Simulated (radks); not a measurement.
# The first electron to leave Dy²⁺

Dy²⁺ stands in [Xe] 4f10. From which sub-shell is an electron easiest to take? Each removal is a run of its own. The parent's configuration is the lowest that an earlier search found at this level.

The numbers are computed with radks (a radial shooting solver on a logarithmic mesh, Libxc functionals) version 1 (scalar-relativistic Kohn-Sham, LDA (Slater exchange, Perdew-Wang correlation), spin-polarised, spherical densities, finite nucleus; open shells are filled with parallel spins first), except any that are marked as measured or tabulated.

5 further runs of the same task are left out: 1 that didn't finish, 4 set aside as unsound or not needed.

## 1. The system

```
element            : dysprosium (Z = 66)
charge             : +2
electrons          : 64
configuration      : [Xe] 4f10
nuclear rms radius : 5.2218 fm
```

Outer shells as boxes (Hund's rule):

Dy²⁺
```
[Xe] core
4f [↑↓][↑↓][↑↓][↑ ][↑ ][↑ ][↑ ]
```

## 2. The parent, Dy²⁺

From an earlier run at this level the parent has E = -12147.710463 hartree and these outer levels (eV):

```
  level  occupation  energy (eV)
  4d up           5      -168.26
4d down           5      -164.99
  5s up           1      -63.999
5s down           1      -62.354
  5p up           3      -40.155
5p down           3      -38.943
  4f up           7      -18.566
4f down           3      -15.758
```

## 3. Remove 4f: [Xe] 4f9

The run's settings:

```text
Z 66
configuration [Xe] 4f9
relativity scalar-relativistic
functional lda,pw
spin polarised
nucleus finite rms 5.2218 fm
c 137.035999084
```

## 4. Remove 5p: [Kr] 4d10 4f10 5s2 5p5

Settings, as their differences from step 3:

```diff
@@ -1,3 +1,3 @@
 Z 66
-configuration [Xe] 4f9
+configuration [Kr] 4d10 4f10 5s2 5p5
 relativity scalar-relativistic
```

## 5. Remove 5s: [Kr] 4d10 4f10 5s1 5p6

The run's settings:

```text
Z 66
configuration [Kr] 4d10 4f10 5s1 5p6
relativity scalar-relativistic
functional lda,pw
spin polarised
nucleus finite rms 5.2218 fm
c 137.035999084
```

## 6. Remove 4d: [Kr] 4d9 4f10 5s2 5p6

The run's settings:

```text
Z 66
configuration [Kr] 4d9 4f10 5s2 5p6
relativity scalar-relativistic
functional lda,pw
spin polarised
nucleus finite rms 5.2218 fm
c 137.035999084
```

## 7. Ion rearranged (move 4f to 6s after a removal): [Xe] 4f8 6s1

The run's settings:

```text
Z 66
configuration [Xe] 4f8 6s1
relativity scalar-relativistic
functional lda,pw
spin polarised
nucleus finite rms 5.2218 fm
c 137.035999084
```

## 8. Ion rearranged (move 4f to 6p after a removal): [Xe] 4f8 6p1

Settings, as their differences from step 7:

```diff
@@ -1,3 +1,3 @@
 Z 66
-configuration [Xe] 4f8 6s1
+configuration [Xe] 4f8 6p1
 relativity scalar-relativistic
```

## 9. Ion rearranged (move 4f to 5d after a removal): [Xe] 4f8 5d1

Settings, as their differences from step 8:

```diff
@@ -1,3 +1,3 @@
 Z 66
-configuration [Xe] 4f8 6p1
+configuration [Xe] 4f8 5d1
 relativity scalar-relativistic
```

Q: Predict the outcome of this session. Wanted: for each run, case; final configuration; Δ-SCF; −ε of the level emptied.

**Answer**, as computed:

```
                                          case     final configuration  Δ-SCF (eV)  −ε of the level emptied (eV)
                                     remove 4f                [Xe] 4f9      24.058                        15.758
ion rearranged (move 4f to 5d after a removal)            [Xe] 4f8 5d1      33.553                             -
ion rearranged (move 4f to 6s after a removal)            [Xe] 4f8 6s1      36.708                             -
ion rearranged (move 4f to 6p after a removal)            [Xe] 4f8 6p1      42.861                             -
                                     remove 5p  [Kr] 4d10 4f10 5s2 5p5      45.222                        38.943
                                     remove 5s  [Kr] 4d10 4f10 5s1 5p6      69.278                        62.354
                                     remove 4d   [Kr] 4d9 4f10 5s2 5p6      174.30                        164.99
```

**Reading.** The 4f electron leaves first, at 24.058 eV; the next cheapest, 5p, costs 45.222 eV. 4f is also the highest occupied level of the parent. NIST lists 22.89 eV (semi-empirical), between the same two configurations. Open shells are spherical and high-spin; term and fine-structure splittings are not resolved. Spin-orbit splitting is averaged out at the scalar-relativistic level.
